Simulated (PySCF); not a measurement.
**CuH: singlet, from a linear start**

Where does singlet CuH go from a linear start, is the end point a minimum, and what are its modes, charges and moments?

The runs use PySCF 2.14.0; PBE0, basis Cu def2-TZVP, H def2-TZVP, no relativity, density fitting.

### Step 1. The starting structure

2 atoms, charge 0, spin multiplicity 1.

Bond lengths: Cu1–H2 1.512 Å.

Coordinates in bohr (charge 0 multiplicity 1):
```
Cu    0.0000    0.0000    0.0000
H     0.0000    0.0000    2.8573
```

### Step 2. First SCF at the start

The steps below are one call of a driver around PySCF. For each, scf.py gives the equivalent set-up of the SCF; relaxations use the driver's own optimiser. After this first run the driver tries any further starts and a stability analysis.

File scf.py:

```python
from pyscf import gto, scf, dft
mol = gto.M(atom='''
Cu     0.000000     0.000000     0.000000
H      0.000000     0.000000     1.512000''',
    basis={'Cu': 'def2-TZVP', 'H': 'def2-TZVP'},
    charge=0, spin=0)
mf = dft.RKS(mol, xc='PBE0')
mf.grids.atom_grid = (50, 194)
aux = {'Cu': 'def2-universal-JKFIT', 'H': 'def2-universal-JKFIT'}
mf = mf.density_fit(auxbasis=aux)
mf.conv_tol = 1e-08
mf.diis_space = 10
mf.max_cycle = 60
mf.init_guess = 'minao'
mf.verbose = 4
mf.kernel()
```

Launch:

```
$ OMP_NUM_THREADS=2 python axn.py task.json out
```

The runs that follow: Relaxing the singlet from the linear start; Hessian and properties.

**Question.** What will these runs give? Wanted: minimum; geometry; wavenumbers; dipole moment; highest occupied, lowest empty level; polar-tensor charge of Cu1; zero-point energy; atomisation energy.

As calculated:

| quantity | value |
| --- | --- |
| minimum | singlet, C∞v |
| geometry | Cu–H 1.485 Å |
| wavenumbers (cm⁻¹) | 1861 (σ+) |
| dipole moment | 2.74 D |
| highest occupied, lowest empty level | -6.65, -1.85 eV |
| polar-tensor charge of Cu1 | +0.34 e |
| zero-point energy | 11.1 kJ/mol |
| entropy at 298.15 K | 196.4 J/(mol K) |
| atomisation energy (no zero-point energy) | 244 kJ/mol |

What this shows: The molecule stays C∞v, as typed, and the end point is a minimum. In the infrared the band at 1861 cm⁻¹ (σ+, stretch) leads. Other starts or spin states, not run here, may lie lower. Whether spin polarisation would lower the closed shell was not checked.
